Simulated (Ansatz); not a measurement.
# TlZnO2: the cost of one run

Method: DFT PBE, scalar-relativistic, plane waves, PAW, in Ansatz 0.2.0.

1 further run of the same task is left out (it didn't finish).

## 1. The structure to begin with

It takes space group P4/mmm (No. 123, tetragonal). Conventional cell: a = 4.063 Å, b = 4.063 Å, c = 3.469 Å, α = 90.00°, β = 90.00°, γ = 90.00°. Zn (site symmetry 4/mmm) is surrounded by 4 O at 2.03 Å. Around Tl (site symmetry 4/mmm) lie 8 O at 2.67 Å. Around O (site symmetry mmm) lie 2 Zn at 2.03 Å and 4 Tl at 2.67 Å.

Structure file:

```
CELL_PARAMETERS angstrom
4.06256 0.00000 0.00000
0.00000 4.06256 0.00000
0.00000 0.00000 3.46915
ATOMIC_POSITIONS crystal
Zn 0.00000 0.00000 0.00000
Tl 0.50000 0.50000 0.50000
O 0.50000 0.00000 0.00000
O 0.00000 0.50000 0.00000
```

The cell was relaxed beforehand at this level, from a generated guess; it is a trial structure. At a tolerance of 0.05 Å it has space group P4/mmm (No. 123); it has 14.31 Å³/atom, an uncorrected energy of -0.63 eV/atom over the elements.

## 2. Electronic structure at the relaxed geometry

Input file input.yaml:

```yaml
crystal:
  lattice:
    - [4.0625586005, 0.0, 0.0]
    - [0.0, 4.0625586005, 0.0]
    - [0.0, 0.0, 3.4691451502]
  atoms:
    - { symbol: Zn, position: [0.0, 0.0, 0.0] }
    - { symbol: Tl, position: [0.5, 0.5, 0.5] }
    - { symbol: O, position: [0.5, 0.0, 0.0] }
    - { symbol: O, position: [0.0, 0.5, 0.0] }
basis:
  ecutwfc: 420
kpoints:
  mp_grid: { grid: [12, 12, 14] }
  band_path:
    path:
      - [[0.0, 0.0, 0.0], [0.0, 0.5, 0.0], [0.5, 0.5, 0.0], [0.0, 0.0, 0.0], [0.0, 0.0, 0.5], [0.0, 0.5, 0.5], [0.5, 0.5, 0.5], [0.0, 0.0, 0.5]]
      - [[0.0, 0.5, 0.0], [0.0, 0.5, 0.5]]
      - [[0.5, 0.5, 0.0], [0.5, 0.5, 0.5]]
    npoints: 14
hamiltonian:
  xc: pbe
scf:
  occupations: { method: gaussian, width: 0.1 }
  n_extra_bands: 10
output:
  forces: true
  stress: true
  eigenvalues: true
  populations: true
  dos: { projected: true, de: 0.02, nscf_kmesh: { grid: [15, 15, 17] } }
  bader: true
```

The run is started by

```
$ ansatz run input.yaml --threads 1 --pin off --max-ram 2048MiB --backend cpu --events-out ev --progress --plain --runs-dir out
```

What time and memory should one allow on 1 thread of AMD EPYC 9R45 (Zen 5), shared host?

About 38 s, with a peak of 0.66 GiB.
